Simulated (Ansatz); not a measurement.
# PBE0/def2-SVPD run of C2HBF2 (SMILES C#CB(F)F)

Aim: the electronic atomisation energy of C2HBF2 at PBE0/def2-SVPD, from 5 runs. 

The results are computed with Ansatz 0.2.0.

36 further runs of the same task are left out: 36 set aside as unsound or not needed.

**1. The system as given**

The species is C2HBF2 (6 atoms), meant as a singlet with charge 0. As SMILES, `C#CB(F)F`. Geometry: relaxed at PBE0-D4/def2-TZVP.

Bond lengths: C1–C2 1.203 Å, C2–B3 1.521 Å, B3–F4 1.316 Å, B3–F5 1.316 Å, C1–H6 1.066 Å. Angles: C1–C2–B3 180.0°, C2–B3–F4 121.1°, C2–B3–F5 121.1°, F4–B3–F5 117.8°, C2–C1–H6 180.0°.

**2. A single-point energy at PBE0/def2-SVPD**

Contents of job.yaml:

```yaml
crystal:
  periodic: [false, false, false]
  atoms:
    - {symbol: C, position_ang: [-0.883700, 0.450800, 1.253400]}
    - {symbol: C, position_ang: [-0.218600, 0.106200, 0.311700]}
    - {symbol: B, position_ang: [0.622000, -0.329200, -0.878400]}
    - {symbol: F, position_ang: [0.153600, -1.179500, -1.766600]}
    - {symbol: F, position_ang: [1.841700, 0.131700, -1.054100]}
    - {symbol: H, position_ang: [-1.473000, 0.756000, 2.087900]}
basis:
  gaussian:
    orbitals: def2-SVPD
hamiltonian:
  xc: {name: PBE0}
accuracy: high
output:
  orbitals: {seedname: orbitals}
```

Run with:

```sh
$ ansatz run job.yaml --threads 1 --pin off --max-ram 3480MiB --events-out events.jsonl --progress --plain --runs-dir runs
```

Output:

```text
Warning: RAYON_NUM_THREADS=1 ignored (pool sized by the plan → 1); use --threads N
Functional definition: PBE0
  name "PBE0"
  parameter a = 0.25
  parameter kappa = 0.804
  parameter beta = 0.06672455060314922
  exchange = (1 - a)*pbe_x(kappa = kappa, mu = beta*pi^2/3) + a*exact_x
  correlation = pbe_c(beta = beta)
2205 factors; integrals over basis functions are off by at most 3.2e-9 eV
mean field evaluation 1: about -8182.9304 eV, gradient 4.5e1 eV
mean field evaluation 2: about -8182.1868 eV, gradient 5.2e1 eV
mean field evaluation 4: about -8187.0281 eV, gradient 1.5e0 eV
mean field evaluation 8: about -8187.1903 eV, gradient 2.8e-1 eV
mean field evaluation 16: about -8187.1905 eV, gradient 1.1e-5 eV
mean field -8187.19049296 eV, -300.8737011392 hartree, gradient 1.7e-9 eV, S^2 0.000000; 0 other end points of the search recorded, 0 dependent functions left out
reference -8187.19049588 eV, -300.8737012465 hartree; 18, 18 occupied and 96, 96 virtual orbitals, 2205 factors
Total energy: -8187.19049588 eV, -300.8737012465 hartree
```

It took 9.3 s on 1 thread of Arm Neoverse V1, shared host; peak memory 0.38 GiB.

**3. The B atom, same level**

Contents of job.yaml:

```yaml
basis:
  gaussian:
    orbitals: def2-SVPD
crystal:
  periodic: [false, false, false]
  atoms:
    - {symbol: B, position_ang: [0.000000, 0.000000, 0.000000]}
magnetization:
  spin_polarized: true
  initial_magnetization: 1
hamiltonian:
  xc: pbe0
accuracy: high
```

Run with:

```sh
$ ansatz run job.yaml --threads 1 --pin off --max-ram 3480MiB --events-out events.jsonl --progress --plain --runs-dir runs
```

Output, shortened:

```text
Warning: RAYON_NUM_THREADS=1 ignored (pool sized by the plan → 1); use --threads N
[... 7 set-up lines as earlier in the session ...]
161 factors; integrals over basis functions are off by at most 2.8e-9 eV
mean field evaluation 1: about -669.0674 eV, gradient 2.4e0 eV
mean field evaluation 2: about -669.1266 eV, gradient 5.1e-1 eV
mean field evaluation 4: about -669.1226 eV, gradient 4.9e-1 eV
mean field evaluation 8: about -669.1252 eV, gradient 5.6e-4 eV
mean field evaluation 16: about -669.1252 eV, gradient 1.1e-8 eV
mean field -669.12518408 eV, -24.5898969655 hartree, gradient 1.1e-8 eV, S^2 0.753850; 0 other end points of the search recorded, 0 dependent functions left out
reference -669.12518582 eV, -24.5898970295 hartree; 3, 2 occupied and 17, 18 virtual orbitals, 161 factors
Total energy: -669.12518582 eV, -24.5898970295 hartree
```

It took 0.42 s on 1 thread of Arm Neoverse V1, shared host.

**4. The C atom at the same level**

Contents of job.yaml:

```yaml
crystal:
  periodic: [false, false, false]
  atoms:
    - {symbol: C, position_ang: [0.000000, 0.000000, 0.000000]}
basis:
  gaussian:
    orbitals: def2-SVPD
accuracy: high
hamiltonian:
  xc: pbe0
magnetization:
  spin_polarized: true
  initial_magnetization: 2
```

Run the same way, it converges to -37.76146 Eh (log not shown).

**5. The F atom at the same level**

Contents of molecule.yaml:

```yaml
crystal:
  periodic: [false, false, false]
  atoms:
    - {symbol: F, position_ang: [0.000000, 0.000000, 0.000000]}
basis:
  gaussian: {orbitals: def2-SVPD}
magnetization: {spin_polarized: true, initial_magnetization: 1}
hamiltonian: {xc: pbe0}
accuracy: high
```

Run the same way, it converges to -99.55958 Eh (log not shown).

**6. The H atom**

Contents of input.yaml:

```yaml
crystal:
  periodic: [false, false, false]
  atoms:
    - {symbol: H, position_ang: [0.000000, 0.000000, 0.000000]}
basis:
  gaussian: {orbitals: def2-SVPD}
magnetization: {spin_polarized: true, initial_magnetization: 1}
hamiltonian: {xc: pbe0}
accuracy: high
```

Run the same way, it converges to -0.50029 Eh (log not shown).

**7. Results**

Level: PBE0/def2-SVPD.

```
                     quantity          value
       molecule: total energy  -300.87370 Eh
        molecule: HOMO energy       -8.99 eV
        molecule: LUMO energy       -1.59 eV
      molecule: HOMO–LUMO gap        7.40 eV
         B atom: total energy   -24.58990 Eh
                 B atom: ⟨S²⟩          0.754
         C atom: total energy   -37.76146 Eh
                 C atom: ⟨S²⟩          2.004
         F atom: total energy   -99.55958 Eh
                 F atom: ⟨S²⟩          0.752
         H atom: total energy    -0.50029 Eh
                 H atom: ⟨S²⟩          0.750
electronic atomisation energy      31.060 eV
```

What this shows: Taking the molecule apart into free atoms costs 31.06 eV (2997 kJ/mol), before zero-point energy and without spin-orbit coupling.
